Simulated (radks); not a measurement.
# Os⁺ in [Kr] 4d10 4f14 5s2 5p4 5d6 6s1 6d2: an all-electron calculation

Wanted: eigenvalues, radial structure and energy terms of the osmium ion Os+.

Method: scalar-relativistic Kohn-Sham, PBEsol, spin-unpolarised, spherical densities, finite nucleus. Code: radks (a radial shooting solver on a logarithmic mesh, Libxc functionals) version 1.

**1. What is computed**

| Property | Result |
| --- | --- |
| element | osmium (Z = 76) |
| charge | +1 |
| electrons | 75 |
| configuration | [Kr] 4d10 4f14 5s2 5p4 5d6 6s1 6d2 |
| nuclear rms radius | 5.4126 fm |

The outer shells:

Os⁺
```
[Kr] core
4d [↑↓][↑↓][↑↓][↑↓][↑↓]
4f [↑↓][↑↓][↑↓][↑↓][↑↓][↑↓][↑↓]
5s [↑↓]
5p [↑↓][↑ ][↑ ]
5d [↑↓][↑ ][↑ ][↑ ][↑ ]
6s [↑ ]
6d [↑ ][↑ ][  ][  ][  ]
```

**2. The calculation**

Settings of this run:

```text
Z 76
configuration [Kr] 4d10 4f14 5s2 5p4 5d6 6s1 6d2 6p0 7s0 5f0 7d0
relativity scalar-relativistic
functional pbe_sol,pbe_sol
spin unpolarised
nucleus finite rms 5.4126 fm
c 137.035999084
```

Q: Predict the outcome of this run.

As calculated:

| quantity | value |
| --- | --- |
| total energy | -17240.7434 hartree |
| exchange-correlation share of it | 1.93 % |
| −T/E | 1.1078 |
| highest occupied level | 6d, -5.218 eV |
| most extended occupied level | 6d, <r> = 4.99 bohr |
| radius at density 0.001 e/bohr³ | 5.64 bohr |
| maxima of the radial density | 4 |

6 principal shells are occupied and 4 maxima appear in the radial density; where shells overlap, one shows as a shoulder or not at all. Relativity lifts −T/E to 1.108. This is not the tabulated ground configuration, so its levels and sizes aren't those of the ground state, and no measured value stands beside it.
